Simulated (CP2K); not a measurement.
Runs of CP2K 2026.2 on Bi2Te3 (Tellurobismuthite). The structure is trigonal, space group R-3m (No. 166). Conventional cell: a = 4.386 Å, b = 4.386 Å, c = 30.497 Å, α = 90.00°, β = 90.00°, γ = 120.00°. Around Bi (site symmetry 3m) lie 6 Te at 3.07 to 3.25 Å. Around Te (site symmetry 3m) lie 3 Bi at 3.07 Å. Around Te (site symmetry -3m) lie 6 Bi at 3.25 Å. 

| level | potentials or basis | smearing | EPS_DEFAULT | NGRIDS | points a segment of the path (NPOINTS) | bands added on the path | CUTOFF of the grids | gap on the mesh (eV) | pressure (GPa) | largest force (eV/Å) |
| --- | --- | --- | --- | --- | --- | --- | --- | --- | --- | --- |
| PBE | POTENTIAL_UZH Bi GTH-SCAN-q5, Te GTH-SCAN-q6; DZVP-MOLOPT-SR-GTH basis | fermi-dirac 0.05 eV | 1.0E-10 | 5 | 6 | 2 | 450 Ry | 0.31 | 0.7 | 0.26 |
| r2SCAN | POTENTIAL_UZH Bi GTH-SCAN-q5, Te GTH-SCAN-q6; TZVP-MOLOPT-SCAN-GTH basis | fermi-dirac 0.05 eV | 1.0E-9 | 4 | 6 | 4 | 675 Ry | 0.43 | 0.4 | 0.37 |
| PBE | GTH_POTENTIALS Bi GTH-PADE-q5, Te GTH-PADE-q6; DZVP-MOLOPT-SR-GTH basis | fermi-dirac 0.05 eV | 1.0E-10 | 5 | 6 | 2 | 450 Ry | 0.27 | (b) | 0.32 |
| LDA | GTH_POTENTIALS Bi GTH-PADE-q5, Te GTH-PADE-q6; TZVP-MOLOPT-PBE-GTH basis | fermi-dirac 0.01 eV | 1.0E-9 | 5 | 8 | 2 | 450 Ry | 0.23 | -1.4 | 0.18 |
| PBE | POTENTIAL_UZH Bi GTH-PBE0-q5, Te GTH-PBE0-q6; DZVP-MOLOPT-SR-GTH basis | fermi-dirac 0.05 eV | 1.0E-10 | 5 | 6 | 2 | 450 Ry | 0.27 | 1.6 | (a) |

Alike in all rows: task band structure; no spin polarisation; cell as given; k mesh 7 × 7 × 7.

Task: Fill in the values left out.

Result: (a) 0.08; (b) 0.1.

Caveats: spin-orbit coupling is left out, which as a rule narrows the gap of such compounds by several tenths of an eV; the basis of atomic orbitals isn't converged, which shifts pressures, moduli and gaps; the potentials were made for another functional, which shifts forces and pressure (some runs).

A k mesh can miss the band edges, and the runs leave out spin-orbit coupling on Bi, Te.

Not every run made on this cell is shown here.
